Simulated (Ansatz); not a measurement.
# CHBrClFO: a ladder of functionals and wavefunction methods

The task here is to estimate one member of a computed series from the others.

Computed with Ansatz 0.2.0, Gaussian basis. Level: functionals in def2-TZVPP, the program's frozen cores in correlated methods.

The runs, in order: LDA (SPW92), PBE-D4, revPBE-D4, BLYP-D4, r2SCAN-D4, B97M-V, PBE0-D4, B3LYP-D4, r2SCANh-D4, r2SCAN0-D4, HSE06-D4, BHLYP-D4, CAM-B3LYP-D4, LC-ωPBE, ωB97X-V, ωB97M-V, B2PLYP, PBE-QIDH; CCSD(T)/def2-SVP; CCSD(T)/def2-TZVPP; MP2/def2-QZVPP; extrapolation to the limit; RPA on PBE.

### The geometry

An earlier PBE0-D4 in a triple-zeta def2 set relaxation fixed the geometry.

SMILES `OC(F)(Cl)Br`, 6 atoms, charge 0, spin multiplicity 1.

Atoms are counted from 1 here; the program's logs count them from 0.

Bond lengths: O1–C2 1.343 Å, O1–H6 0.967 Å, C2–F3 1.346 Å, C2–Cl4 1.785 Å, C2–Br5 1.932 Å. Angles: C2–O1–H6 108.8°, O1–C2–F3 111.3°, O1–C2–Cl4 112.1°, O1–C2–Br5 107.8°, F3–C2–Cl4 106.5°, F3–C2–Br5 108.4°, Cl4–C2–Br5 110.7°.

The first run:

in.yaml reads:

```yaml
crystal:
  periodic: [false, false, false]
  atoms:
    - {symbol: O, position_ang: [-0.697155, -0.644229, -0.643789]}
    - {symbol: C, position_ang: [0.231457, 0.055010, 0.028473]}
    - {symbol: F, position_ang: [0.836158, -0.705183, 0.960808]}
    - {symbol: Cl, position_ang: [-0.471468, 1.451123, 0.890932]}
    - {symbol: Br, position_ang: [1.565215, 0.638049, -1.241805]}
    - {symbol: H, position_ang: [-1.422208, -0.858669, -0.040819]}
basis:
  gaussian: {orbitals: def2-TZVPP}
hamiltonian: {xc: lda}
output: {orbitals: {seedname: orbitals}}
```

Command:

```
> ansatz run in.yaml --threads 4 --pin off --events-out ev --progress --plain --max-ram 10444MiB
```

Among the steps run: LDA; PBE-D4 (GGA); revPBE-D4 (GGA); BLYP-D4 (GGA); r2SCAN-D4 (meta-GGA); B97M-V (meta-GGA); PBE0-D4 (hybrid); B3LYP-D4 (hybrid); r2SCANh-D4 (hybrid); r2SCAN0-D4 (hybrid); HSE06-D4 (hybrid); BHLYP-D4 (hybrid); CAM-B3LYP-D4 (range-separated); LC-ωPBE (range-separated); ωB97X-V (range-separated); ωB97M-V (range-separated); B2PLYP (double hybrid); PBE-QIDH (double hybrid).

One table of the session follows, with a row left open; its other results are not shown here.

It belongs to the step «Orbital energies across the functionals». 

```
  functional  HOMO (eV)  gap (eV)
 LDA (SPW92)      -7.37      5.11
      PBE-D4      -7.20      5.17
   revPBE-D4      -7.14      5.20
     BLYP-D4          ?         ?
   r2SCAN-D4      -7.55      5.66
      B97M-V      -7.65      5.90
     PBE0-D4      -8.57      7.56
    B3LYP-D4      -8.30      6.99
  r2SCANh-D4      -8.05      6.54
  r2SCAN0-D4      -8.80      7.86
    HSE06-D4      -8.17      6.77
    BHLYP-D4      -9.78      9.85
CAM-B3LYP-D4      -9.94     10.06
     LC-ωPBE     -11.36     12.78
     ωB97X-V     -10.98     12.26
     ωB97M-V     -10.82     11.99
```

**Question.** Estimate the row for BLYP-D4.

Worked estimate for «HOMO (eV)». Against the share of exact exchange, B3LYP-D4 (0.2, -8.30), BHLYP-D4 (0.5, -9.78) give a slope of -4.93 per unit share; at 0 the line stands at -7.31.

As computed: HOMO (eV): -7.04; gap (eV): 5.08. In «HOMO (eV)» the line misses by -0.27.
